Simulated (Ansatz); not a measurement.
**C₂H₅FSSi: one species, many methods**

The task here is to estimate one member of a computed series from the others.

Program: Ansatz 0.2.0, Gaussian basis. Level of theory: functionals in def2-TZVPP, the program's frozen cores in correlated methods. These are calculated values, not measurements.

The runs, in order: PBE-D4, r2SCAN-D4, PBE0-D4, B3LYP-D4, ωB97X-V, ωB97M-V, B2PLYP; CCSD(T)/def2-TZVPP; MP2/def2-QZVPP; extrapolation to the limit.

## Structure used throughout

An earlier PBE0-D4 in a triple-zeta def2 set relaxation fixed the geometry.

SMILES `CC1(F)[SiH2]S1`, 10 atoms, charge 0, spin multiplicity 1.

Atoms are counted from 1 here; the program's logs count them from 0.

Bond lengths: C1–C2 1.497 Å, C1–H6 1.093 Å, C1–H7 1.090 Å, C1–H8 1.093 Å, C2–F3 1.375 Å, C2–Si4 1.860 Å, C2–S5 1.857 Å, Si4–S5 2.095 Å, Si4–H9 1.478 Å, Si4–H10 1.481 Å. Angles: C2–C1–H6 109.6°, C2–C1–H7 110.7°, C2–C1–H8 110.4°, H6–C1–H7 108.9°, H6–C1–H8 108.6°, H7–C1–H8 108.6°, C1–C2–F3 109.9°, C1–C2–Si4 126.5°, C1–C2–S5 116.1°, F3–C2–Si4 116.7°, F3–C2–S5 112.2°, Si4–C2–S5 68.6°, C2–Si4–S5 55.6°, C2–Si4–H9 118.6°, C2–Si4–H10 120.2°, S5–Si4–H9 118.7°, S5–Si4–H10 118.5°, H9–Si4–H10 113.5° and more.

Set-up of the first run:

File in.yaml:

```yaml
crystal:
  periodic: [false, false, false]
  atoms:
    - {symbol: C, position_ang: [-0.859846, 0.275425, -1.065883]}
    - {symbol: C, position_ang: [-0.227920, 0.361330, 0.288718]}
    - {symbol: F, position_ang: [-1.144300, 0.822351, 1.204581]}
    - {symbol: Si, position_ang: [1.136042, -0.720593, 0.943063]}
    - {symbol: S, position_ang: [1.381035, 1.282864, 0.382933]}
    - {symbol: H, position_ang: [-1.727699, -0.387329, -1.024365]}
    - {symbol: H, position_ang: [-0.152168, -0.115213, -1.796865]}
    - {symbol: H, position_ang: [-1.191569, 1.263938, -1.394593]}
    - {symbol: H, position_ang: [1.140549, -1.062380, 2.381216]}
    - {symbol: H, position_ang: [1.728980, -1.771495, 0.084093]}
basis:
  gaussian: {orbitals: def2-TZVPP}
hamiltonian: {xc: pbe, dispersion: d4}
output: {forces: true, orbitals: {seedname: orbitals}}
```

Started as:

```
$ ansatz run in.yaml --threads 4 --pin off --events-out ev --progress --plain --max-ram 10444MiB
```

Among the steps run: PBE-D4 (GGA); r2SCAN-D4 (meta-GGA); PBE0-D4 (hybrid); B3LYP-D4 (hybrid); ωB97X-V (range-separated); ωB97M-V (range-separated); B2PLYP (double hybrid); CCSD(T) in def2-TZVPP; MP2 in def2-QZVPP.

One table of the session follows, with a row left open; its other results are not shown here.

```
            method  atomisation energy (kcal/mol)
            PBE-D4                          881.9
         r2SCAN-D4                          866.1
           PBE0-D4                          864.7
          B3LYP-D4                          856.5
           ωB97X-V                          865.2
           ωB97M-V                          864.2
            B2PLYP                          847.3
     HF/def2-TZVPP                          614.3
    MP2/def2-TZVPP                              ?
   CCSD/def2-TZVPP                          818.9
CCSD(T)/def2-TZVPP                          834.5
           MP2/CBS                          876.8
       CCSD(T)/CBS                          859.6
```

Q: Estimate the row for MP2/def2-TZVPP from the others.

The run gave: atomisation energy (kcal/mol): 851.7. In the column «atomisation energy (kcal/mol)» it lies between B2PLYP (847.3) and B3LYP-D4 (856.5).
